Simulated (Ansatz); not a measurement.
# Ge2Sb2Te5: the cost of one run

Method: DFT PBE, scalar-relativistic, plane waves, PAW, in Ansatz 0.2.0.

### Step 1. The starting structure

Symmetry: Cm, No. 8, monoclinic system. Conventional cell: a = 13.678 Å, b = 6.132 Å, c = 9.672 Å, α = 90.00°, β = 134.93°, γ = 90.00°. Ge (site symmetry m) is surrounded by 6 Te at 2.85 to 3.20 Å. Around Ge (site symmetry m) lie 6 Te at 2.82 to 3.19 Å. Around Sb (site symmetry m) lie 6 Te at 2.98 to 3.20 Å. Sb (site symmetry m) is surrounded by 6 Te at 2.95 to 3.19 Å. Around Te (site symmetry m) lie 3 Sb at 2.98 to 3.07 Å and 2 Ge at 3.05 to 3.20 Å. Te (site symmetry m) has 2 Ge at 2.95 to 3.00 Å and 2 Sb at 3.02 to 3.06 Å as nearest neighbours. Te (site symmetry m) has 3 Ge at 2.82 to 3.07 Å and 2 Sb at 3.14 to 3.19 Å as nearest neighbours. Te (site symmetry m) is surrounded by 2 Sb at 2.95 to 3.20 Å and 3 Ge at 3.07 to 3.08 Å. Only part of the 9 independent sites is listed.

Coordinates:

```cif
data_structure
_symmetry_space_group_name_H-M 'Cm'
_symmetry_Int_Tables_number 8
_cell_length_a 13.6783
_cell_length_b 6.1320
_cell_length_c 9.6722
_cell_angle_alpha 90.000
_cell_angle_beta 134.930
_cell_angle_gamma 90.000
_cell_volume 574.35
loop_
_atom_site_label
_atom_site_type_symbol
_atom_site_symmetry_multiplicity
_atom_site_Wyckoff_symbol
_atom_site_fract_x
_atom_site_fract_y
_atom_site_fract_z
_atom_site_occupancy
Ge1 Ge 2 a 0.99734 0.50000 0.01104 1
Ge2 Ge 2 a 0.78429 0.50000 0.18783 1
Sb1 Sb 2 a 0.11187 0.00000 0.41735 1
Sb2 Sb 2 a 0.90171 0.00000 0.58787 1
Te1 Te 2 a 0.89996 0.50000 0.59712 1
Te2 Te 2 a 0.20652 0.00000 0.80980 1
Te3 Te 2 a 0.50832 0.50000 0.00644 1
Te4 Te 2 a 0.79529 0.00000 0.19611 1
Te5 Te 2 a 0.09470 0.50000 0.38643 1
```

The runs take a perfect supercell of 36 atoms; the defect goes to fractional position (0.400, 0.099, 0.099).

### Step 2. The perfect supercell

input.yaml

```yaml
crystal:
  lattice:
    - [6.847295, 0.0, 6.847609]
    - [-6.830977, 6.132012, 6.847609]
    - [-6.830977, -6.132012, 6.847609]
  atoms:
    - { symbol: Ge, position: [0.497343, 0.756851, 0.756851] }
    - { symbol: Ge, position: [0.497343, 0.256851, 0.256851] }
    - { symbol: Ge, position: [0.997343, 0.756851, 0.256851] }
    - { symbol: Ge, position: [0.997343, 0.256851, 0.756851] }
    - { symbol: Ge, position: [0.284287, 0.951771, 0.951771] }
    - { symbol: Ge, position: [0.284287, 0.451771, 0.451771] }
    - { symbol: Ge, position: [0.784287, 0.951771, 0.451771] }
    - { symbol: Ge, position: [0.784287, 0.451771, 0.951771] }
    - { symbol: Sb, position: [0.11187, 0.152741, 0.152741] }
    - { symbol: Sb, position: [0.11187, 0.652741, 0.652741] }
    - { symbol: Sb, position: [0.61187, 0.152741, 0.652741] }
    - { symbol: Sb, position: [0.61187, 0.652741, 0.152741] }
    - { symbol: Sb, position: [0.401708, 0.343082, 0.843082] }
    - { symbol: Sb, position: [0.401708, 0.843082, 0.343082] }
    - { symbol: Sb, position: [0.901708, 0.343082, 0.343082] }
    - { symbol: Sb, position: [0.901708, 0.843082, 0.843082] }
    - { symbol: Te, position: [0.399959, 0.098579, 0.098579] }
    - { symbol: Te, position: [0.399959, 0.598579, 0.598579] }
    - { symbol: Te, position: [0.899959, 0.098579, 0.598579] }
    - { symbol: Te, position: [0.899959, 0.598579, 0.098579] }
    - { symbol: Te, position: [0.206519, 0.801642, 0.801642] }
    - { symbol: Te, position: [0.206519, 0.301642, 0.301642] }
    - { symbol: Te, position: [0.706519, 0.801642, 0.301642] }
    - { symbol: Te, position: [0.706519, 0.301642, 0.801642] }
    - { symbol: Te, position: [0.008324, 0.999056, 0.999056] }
    - { symbol: Te, position: [0.008324, 0.499056, 0.499056] }
    - { symbol: Te, position: [0.508324, 0.999056, 0.499056] }
    - { symbol: Te, position: [0.508324, 0.499056, 0.999056] }
    - { symbol: Te, position: [0.295288, 0.700412, 0.200412] }
    - { symbol: Te, position: [0.295288, 0.200412, 0.700412] }
    - { symbol: Te, position: [0.795288, 0.700412, 0.700412] }
    - { symbol: Te, position: [0.795288, 0.200412, 0.200412] }
    - { symbol: Te, position: [0.094702, 0.895866, 0.395866] }
    - { symbol: Te, position: [0.094702, 0.395866, 0.895866] }
    - { symbol: Te, position: [0.594702, 0.895866, 0.895866] }
    - { symbol: Te, position: [0.594702, 0.395866, 0.395866] }
basis:
  ecutwfc: 420
  fft_grid_basis: typed
kpoints:
  mp_grid: { grid: [1, 1, 1] }
hamiltonian:
  xc: pbe
  pseudopotentials: { kind: paw }
scf:
  occupations: { method: gaussian, width: 0.05 }
output:
  forces: true
  stress: false
  eigenvalues: true
  bader: false
  write_density: true
  volumetric_format: npy
```

Command:

```
$ ansatz run input.yaml --threads 8 --pin off --max-ram 16384MiB --backend cpu --events-out ev --progress --plain --runs-dir out
```

**Question.** How long does this run take on 8 threads of Arm Neoverse V2, shared host, and how much memory does it need?

About 4.7 s, with a peak of 1.5 GiB.
